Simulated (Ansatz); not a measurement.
# GePH3 (triplet): from Hartree-Fock to the top rungs at a displaced geometry (v2), cc-pVDZ

The task here is to estimate one member of a computed series from the others.

Program: Ansatz 0.2.0, Gaussian basis. Level of theory: cc-pVDZ, core rule «outside noble gas», up to 19 orbitals frozen. These are calculated values, not measurements.

To be run: UHF; CCSD(T) on ROHF; CCSD(T) on UHF; BCCD(T) on ROHF; CISD; CCSDT(Q) on ROHF; CCSDT(Q) on UHF.

28 further runs of the same task are left out: 13 that didn't finish, 15 set aside as unsound or not needed.

### The system

The geometry is a PBE0/def2-TZVP stationary point (not a proven minimum) with its atoms shifted at random (size 0.100 Å). No spin-orbit coupling is included. The filled d shell of Ge may be among the frozen orbitals whatever the setting's name suggests; the logs give the count.

5 atoms, charge 0, spin multiplicity 3.

Atoms are counted from 1 here; the program's logs count them from 0.

Bond lengths: Ge1–P2 2.294 Å, Ge1–H3 1.580 Å, P2–H4 1.488 Å, P2–H5 1.335 Å. Angles: P2–Ge1–H3 113.8°, Ge1–P2–H4 95.7°, Ge1–P2–H5 107.8°, H4–P2–H5 101.3°.

The first run:

in.yaml reads:

```yaml
crystal:
  periodic: [false, false, false]
  atoms:
    - {symbol: Ge, position_ang: [0.049795, 0.058676, 0.704775]}
    - {symbol: P, position_ang: [-0.115080, -0.138717, -1.574940]}
    - {symbol: H, position_ang: [-0.038459, -1.319952, 1.471349]}
    - {symbol: H, position_ang: [1.084103, 0.686582, -1.881240]}
    - {symbol: H, position_ang: [-1.097863, 0.667448, -1.984124]}
basis:
  gaussian: {orbitals: cc-pVDZ}
magnetization: {spin_polarized: true, initial_magnetization: 2}
hamiltonian: {xc: hf}
output: {orbitals: {seedname: orbitals}}
```

The run is started by

```console
$ ansatz run in.yaml --threads 1 --pin off --events-out ev --progress --plain --max-ram 2393MiB
```

Among the steps run: UHF; CCSD(T) on ROHF; CCSD(T) on UHF; BCCD(T) on ROHF; CISD; CCSDT(Q) on ROHF; CCSDT(Q) on UHF.

One of the session's tables, all rows but one given; the rest of the session is left out.

| method | from UCCSDT(Q) (kJ/mol) |
| --- | --- |
| ROHF | +624.1 |
| UHF | +614.4 |
| RMP2 | +125.9 |
| UMP2 | +124.6 |
| CISD | +75.1 |
| RCCSD | +23.6 |
| UCCSD | +22.4 |
| RCCSD(T) | +5.2 |
| UCCSD(T) | +4.4 |
| BCCD(T) | +5.0 |
| RCCSDT | ? |
| UCCSDT | +1.1 |
| RCCSDT(Q) | +0.9 |
| UCCSDT(Q) | 0 |

**Question.** Estimate the row for RCCSDT.

As computed: from UCCSDT(Q) (kJ/mol): +1.9. In the column «from UCCSDT(Q) (kJ/mol)» it lies between UCCSDT (+1.1) and UCCSD(T) (+4.4).

Limits of these values: Restricted and unrestricted rows rest on different reference determinants; where their highest levels disagree by more than a few hundredths of an eV, they describe different states and don't form one ladder.
